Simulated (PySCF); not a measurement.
# C2H11GeNSi: electronic excitations

What electronic excitations should C2H11GeNSi (`CC[SiH2][GeH2][NH2]`) show?

The runs use PySCF 2.14.0, with density-fitted response routines of our own; the level of theory stands in each step. All values are computed, except where a source is named. Atoms count from 0, in the outputs and in this text.

## 1. The starting structure

16 atoms, charge 0, multiplicity 1; geometry from: GFN2-xTB.

Bonds of the start (Å): C0–C1 1.52, C1–Si2 1.91, Si2–Ge3 2.34, Ge3–N4 1.83, C0–H5 1.09, C0–H6 1.09, C0–H7 1.09, C1–H8 1.09, C1–H9 1.09, Si2–H10 1.47, Si2–H11 1.47, Ge3–H12 1.54, Ge3–H13 1.51, N4–H14 1.01, N4–H15 1.01.

## 2. Excited states and response: wB97X-D/def2-SVPD

What the job is given:

```
{"job": {"kind": "uv", "xc": "wB97X-D", "basis": "def2-SVPD", "nstates": 8, "ntriplets": 3}, "charge": 0, "multiplicity": 1}
C     -1.915315     0.604158     0.001426
C     -1.394477    -0.335492     1.082589
Si    -0.004042    -1.470348     0.437298
Ge     1.739882    -0.171031    -0.431788
N      2.145436     1.150052     0.763079
H     -1.103654     1.208949    -0.405555
H     -2.356653     0.039028    -0.816893
H     -2.674386     1.278392     0.396130
H     -1.021907     0.255246     1.922403
H     -2.220182    -0.934943     1.467831
H      0.459751    -2.325791     1.534924
H     -0.556748    -2.342243    -0.607942
H      1.511980     0.419247    -1.830634
H      3.079498    -0.853818    -0.594078
H      1.380951     1.734026     1.071590
H      2.922266     1.753513     0.533176
```

With the program's defaults for keys left out, this is: TDDFT wB97X-D/def2-SVPD, vertical, gas phase, core orbitals frozen in the response.

Run with:

```
OMP_NUM_THREADS=1 python probes_run.py task.json out
```

This one command runs all jobs of the session in turn.

What it wrote:

```text
coarse grid: 56504 points
cycle   1  E = -2503.6132489437  dE = -4.414e-01  |g| = 5.313e-01  |ddm| = 4.685e+00
cycle   2  E = -2503.6186046116  dE = -5.356e-03  |g| = 5.429e-01  |ddm| = 1.704e+00
cycle   3  E = -2503.6689513659  dE = -5.035e-02  |g| = 3.785e-02  |ddm| = 6.883e-01
cycle   4  E = -2503.6693321784  dE = -3.808e-04  |g| = 2.226e-02  |ddm| = 1.645e-01
cycle   5  E = -2503.6694414134  dE = -1.092e-04  |g| = 4.201e-03  |ddm| = 4.250e-02
cycle   6  E = -2503.6694464685  dE = -5.055e-06  |g| = 1.013e-03  |ddm| = 2.840e-02
final grid: 117464 points
cycle   7  E = -2503.6691462827  dE = -1.549e-06  |g| = 1.121e-03  |ddm| = 1.347e-02
cycle   8  E = -2503.6691463842  dE = -1.015e-07  |g| = 1.003e-03  |ddm| = 5.084e-03
cycle   9  E = -2503.6691465330  dE = -1.488e-07  |g| = 8.914e-05  |ddm| = 1.017e-03
cycle  10  E = -2503.6691465367  dE = -3.663e-09  |g| = 5.519e-05  |ddm| = 8.833e-04
cycle  11  E = -2503.6691465378  dE = -1.096e-09  |g| = 1.308e-05  |ddm| = 3.374e-04
cycle  12  E = -2503.6691465379  dE = -7.185e-11  |g| = 4.657e-06  |ddm| = 1.142e-04
converged SCF energy = -2503.6691465379

Static polarisability (au): isotropic 92.315, principal 84.001 90.184 102.760

Singlet excitations
state   eV       nm        f      main configurations
  1   5.8470    212.0   0.01041   H->L 0.88
  2   6.8767    180.3   0.01855   H->L+1 0.66, H-1->L 0.13
  3   7.1393    173.7   0.07996   H-1->L 0.71, H->L+1 0.14
  4   7.2543    170.9   0.00945   H->L+2 0.59, H->L+3 0.24
  5   7.5851    163.5   0.02616   H->L+3 0.27, H->L+2 0.15, H->L+4 0.13
  6   7.7607    159.8   0.02668   H-1->L+1 0.58, H-1->L+3 0.14, H-1->L+2 0.12
  7   7.8141    158.7   0.04018   H-2->L 0.71
  8   7.9039    156.9   0.04316   H->L+6 0.41, H->L+5 0.12, H->L+9 0.09

Triplet excitations (Tamm-Dancoff, eV): 5.5814 6.3402 6.5092
```

It took 36 s on 1 thread of AMD EPYC 9R45, shared host; peak memory 0.91 GiB.

The orbitals next to the gap, with their largest atomic shares:

| orbital | eV | atoms |
| --- | --- | --- |
| HOMO−3 | -11.18 | Ge3 25 %, H13 16 %, Si2 14 % |
| HOMO−2 | -10.57 | Si2 26 %, C1 22 %, C0 11 % |
| HOMO−1 | -9.98 | Ge3 27 %, Si2 25 %, C1 15 % |
| HOMO | -8.95 | N4 58 %, Ge3 14 %, H12 11 % |
| LUMO | 1.48 | Ge3 24 %, Si2 16 %, N4 8 % |
| LUMO+1 | 2.02 | Ge3 31 %, Si2 21 %, H12 14 % |
| LUMO+2 | 2.33 | Ge3 28 %, Si2 25 %, C0 7 % |

With each of the 8 states as a Gaussian band of 0.4 eV half-width at 1/e, the curve within the window shown has maxima at 212 nm (ε 420), 160 nm (ε 5,500) L/(mol cm). Beyond the last state computed it falls off for lack of states. The curve at chosen wavelengths:

| nm | ε (L/mol/cm) |
| --- | --- |
| 151 | 2042 |
| 154 | 3678 |
| 158 | 5263 |
| 161 | 5448 |
| 165 | 5011 |
| 168 | 4818 |
| 171 | 4773 |
| 175 | 4418 |
| 178 | 3729 |
| 182 | 2499 |
| 185 | 1637 |
| 188 | 983 |
| 192 | 465 |
| 195 | 292 |
| 199 | 243 |
| 202 | 282 |
| 205 | 342 |
| 209 | 407 |
| 212 | 423 |
| 216 | 391 |
| 219 | 337 |
| 222 | 271 |
| 226 | 184 |
| 229 | 129 |
| 233 | 73 |
| 236 | 46 |

Leading natural transition orbitals of singlet state 3: the hole lies on Ge3 24 %; Si2 23 %; H13 13 %; the particle on Ge3 15 %; Si2 11 %; H11, H13 about 11 % each.

Leading natural transition orbitals of singlet state 1: the hole lies on N4 60 %; H12 15 %; H14, H15 about 8 % each; the particle on H14, H15 about 15 % each; Ge3 14 %; H12, H13 about 10 % each.

Further results of this job:

| property | computed |
| --- | --- |
| dipole moment (D) | 1.49 |
| polarisability (Å³) | 13.68 |
| HOMO–LUMO gap (eV) | 10.43 |
| −ε(HOMO) (eV) | 8.95 |

Orbitals, density, ELF and potential are computed afterwards from the orbital file.

Frontier orbitals at wB97X-D/def2-SVPD, with the share of their density that lies nearest to each atom:

| orbital | energy (eV) | lies on |
| --- | --- | --- |
| HOMO | -8.95 | N4 57 %; H12 17 %; H14, H15 about 8 % each |
| LUMO | 1.48 | Ge3 11 %; H13, H14, H15 about 10 % each; Si2 9 % |

ELF in a plane through or near 5 of the atoms.

Values, 10 rows by 14 columns:
```
0.00 0.00 0.00 0.00 0.00 0.00 0.00 0.00 0.00 0.00 0.00 0.00 0.00 0.00
0.00 0.00 0.00 0.00 0.00 0.00 0.00 0.00 0.00 0.00 0.00 0.00 0.00 0.00
0.00 0.00 0.00 0.01 0.02 0.07 0.00 0.00 0.00 0.02 0.04 0.00 0.00 0.00
0.00 0.00 0.69 0.92 0.39 0.96 0.39 0.00 0.02 0.20 0.75 0.08 0.00 0.00
0.00 0.00 0.27 0.77 0.33 0.64 0.02 0.04 0.55 0.44 0.05 0.00 0.00 0.00
0.00 0.00 0.01 0.08 0.44 0.24 0.29 0.43 0.65 0.45 0.98 0.36 0.00 0.00
0.00 0.00 0.24 0.45 0.17 0.35 0.46 0.10 0.62 0.52 0.96 0.33 0.00 0.00
0.00 0.00 0.03 0.22 0.03 0.08 0.92 0.98 0.47 0.03 0.00 0.00 0.00 0.00
0.00 0.00 0.00 0.00 0.00 0.02 0.59 0.71 0.14 0.01 0.00 0.00 0.00 0.00
0.00 0.00 0.00 0.00 0.00 0.00 0.00 0.00 0.00 0.00 0.00 0.00 0.00 0.00
```
The map spans 11.4 Å across and 9.9 Å up, centred on the molecule. Atoms in the plane (x, y in Å): C1 (1.5, -0.1), N4 (-2.2, 0.9), H9 (2.5, -0.6), H14 (-1.5, 1.5), H15 (-3.1, 1.3).

log10 of the density (e/Å³) in the same plane.

Ten even steps from ' ' (-4.0) to '@' (1.4):
```
                                                        
                                                        
                                                        
            ............          ........              
        ..::::::------::::........::::::::::..          
      ::----======++++==--::::::------==----::..        
    ..::==++**********++==--::----========--::::        
    ..--==**####%%%%##**==----==++++++++====::::        
    ..::==++**##@@%%##++======++******++==--::::        
    ..::--==++######**++====++**######**++==--::..      
    ..::----==++******++++++****##@@####**++--::..      
    ..::----==++++++++++++******########**++--::..      
    ..::----======++++++****##********++++==--::..      
    ..::::----========++**####****++====----::..        
      ..::::--------==++**####**++==----::....          
        ......::::::--==++****++==----::..              
              ....::::--========----::..                
                    ..::::----::::::..                  
                      ............                      
                                                        
```
The map spans 11.4 Å across and 9.9 Å up, centred on the molecule. Atoms in the plane (x, y in Å): C1 (1.5, -0.1), N4 (-2.2, 0.9), H9 (2.5, -0.6), H14 (-1.5, 1.5), H15 (-3.1, 1.3).

On the surface of density 0.002 e/bohr³ the electrostatic potential runs, from the 1st to the 99th percentile, from -1.41 V near N4 to 1.35 V near H14.

## 3. Results

```
                                quantity                        value
      lowest singlet (wB97X-D/def2-SVPD)  5.85 eV (212 nm), f = 0.010
brightest single state of those computed  state 3, 7.14 eV, f = 0.080
                          lowest triplet                      5.58 eV
   surface potential, 1st and 99th percentile           -1.41 V and 1.35 V
```

**Reading.** The lowest singlet, at 5.85 eV, is HOMO→LUMO 0.88 and is weak; of the 8 states computed, the strongest absorption comes from state 3 at 7.14 eV (the last state computed is bright too, and its partners may lie past the list). The lowest triplet lies 0.27 eV below the lowest singlet (triplets in Tamm-Dancoff, singlets in full TDDFT).
